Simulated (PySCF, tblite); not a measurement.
**CH9AsNSi2 radical: geometry, infrared bands and EPR parameters**

Aim: predict the infrared bands and EPR parameters of CH9AsNSi2 radical (`C[As]([SiH2])[SiH2]N`).

The runs use tblite 0.8.0 and PySCF 2.14.0, with density-fitted response routines of our own; the level of theory stands in each step. All values are computed, except where a source is named. Atoms are numbered from 0 throughout.

## (1) The molecule as given

14 atoms, charge 0, multiplicity 2; geometry from: force field or distance geometry start.

Bonds of the start (Å): C0–As1 1.93, As1–Si2 2.27, As1–Si3 2.28, Si3–N4 1.78, C0–H5 1.12, C0–H6 1.12, C0–H7 1.11, Si2–H8 1.46, Si2–H9 1.46, Si3–H10 1.48, Si3–H11 1.49, N4–H12 1.04, N4–H13 1.05.

## (2) Relaxing the molecule with GFN2-xTB

What the job is given:

```
{"job": {"kind": "relax", "xc": "GFN2-xTB", "basis": "xTB"}, "charge": 0, "multiplicity": 2}
C     -1.948800    -1.013900    -0.501800
As    -0.479400     0.233600    -0.353000
Si    -1.029400     2.388700     0.099200
Si     1.369200    -0.540800     0.743700
N      2.681900    -0.734500    -0.444600
H     -2.190000    -1.578700     0.430500
H     -2.872200    -0.515400    -0.902300
H     -1.696100    -1.788200    -1.255900
H     -2.152500     2.577900     1.009700
H     -1.050700     3.287400    -1.047900
H      1.874000     0.351100     1.806700
H      1.191100    -1.869000     1.385600
H      2.698000     0.135300    -1.009200
H      3.604200    -0.933900     0.017000
```

Launch:

```console
$ OMP_NUM_THREADS=1 python probes_run.py task.json out
```

One launch serves the whole session: the jobs run in the order shown.

**Question.** This job is followed by: GFN2-xTB harmonic vibrations, gas phase; UKS B3LYP, def2-TZVP-core on As, pcH-1 on C H N Si, non-relativistic, mean-field spin-orbit, GIAO. What will the session give for the following? strongest single infrared mode (GFN2-xTB); zero-point energy (GFN2-xTB); g(iso) (B3LYP); ⟨S²⟩; largest a(iso) (averaged by class); potential on the surface of density 0.002 e/bohr³, 1st and 99th percentile.

As calculated:

```
                                                                  quantity                    value
                                 strongest single infrared mode (GFN2-xTB)    2102 cm⁻¹, 514 km/mol
                                              zero-point energy (GFN2-xTB)            58.0 kcal/mol
                                                            g(iso) (B3LYP)                  2.00920
                                                                      ⟨S²⟩       0.753 (exact 0.75)
                                        largest a(iso) (averaged by class)  29Si on Si2, -423.6 MHz
potential on the surface of density 0.002 e/bohr³, 1st and 99th percentile       -1.25 V and 1.55 V
```

In words: Relaxing lowered the energy by 1.044 eV in 170 steps; the close pair that moved most is As1–Si2, from 2.270 to 2.325 Å. No mode is imaginary among the 36: a minimum at this level. The strongest single mode, at 2102 cm⁻¹, moves mainly H8. GFN2-xTB is a fitted tight-binding method: band positions and strengths are rough. Its intensities can rank the bands wrongly. Si2 carries the largest spin population, 0.86 e. The isotropic g lies 6.9 ppt above the free-electron value. The hyperfine terms hold no scalar relativity, which the heavier nuclei need. These values are for one conformer; the search (at its own cheap level) found 2 more, at 0.09, 2.21 kcal/mol, and measured spectra average over such forms.
